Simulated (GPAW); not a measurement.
**NaLaMnMoO6 in GPAW: the effect of functional**

The system is NaLaMnMoO6.

```
Na La Mn Mo O
1.0
     5.55735    0.00000    0.00053
     0.00000    5.59794    0.00000
    -0.06290    0.00000    8.02462
Na La Mn Mo O
2 2 2 2 12
Cartesian
  4.1371 2.8870 4.0066
  1.3574 0.0880 4.0185
  1.3662 5.3682 8.0197
  4.1282 2.5692 0.0054
  1.3603 2.7297 2.0550
  4.1342 5.5286 5.9702
  4.1820 5.5792 2.1743
  1.3124 2.7803 5.8509
  3.7112 5.4765 3.9373
  0.1716 4.5353 2.2249
  5.1703 1.6184 2.2495
  2.6448 1.1737 1.5989
  3.0125 4.1180 1.6116
  4.6099 0.1018 0.0319
  1.7833 2.6775 4.0878
  5.3228 1.7363 5.8002
  0.3241 4.4173 5.7757
  2.8496 3.9726 6.4262
  2.4819 1.3190 6.4136
  0.8845 2.9007 7.9933
```

The cell was built by a generator and needn't be a form met in nature.

Alike in all runs:

```yaml
Program: GPAW 26.7.0
Task: band structure
Cutoff: 800 eV
Basis: pw
k_mesh: 4 × 4 × 3
Occupations: fermi-dirac, width 0.05 eV
Spin: collinear spin, ferromagnetic start
Starting_moments: "[0.0, 0.0, 0.0, 0.0, 4.0, 4.0, 1.0, 1.0, 0.0, 0.0, 0.0, 0.0, 0.0, 0.0, 0.0, 0.0, 0.0, 0.0, 0.0, 0.0] μB"
```

Question: One run gave: pressure -3.2 GPa; moment 10.00 μB; largest force 0.75 eV/Å. Which functional did it use?
A. PBE
B. r2SCAN
C. LDA

Answer: B.

```tsv
functional	potentials or basis	pressure (GPa)	moment (μB)	largest force (eV/Å)
LDA	the program's PAW data sets (release 1.2.1) made for this functional	-11.3	9.85	0.56
r2SCAN	GPAW PAW data sets (gpaw-data 1.2.1)	-3.2	10.00	0.75
PBE	GPAW PAW data sets (gpaw-data 1.2.1)	0.1	9.96	0.10
```

Caveats: one-centre terms of the f shell are cut off; only a ferromagnetic start was run, and an antiferromagnetic order may lie lower in energy; the PAW data sets were made with another functional, which shifts forces and pressure a little (some runs).

Not every run made on this cell is shown here.
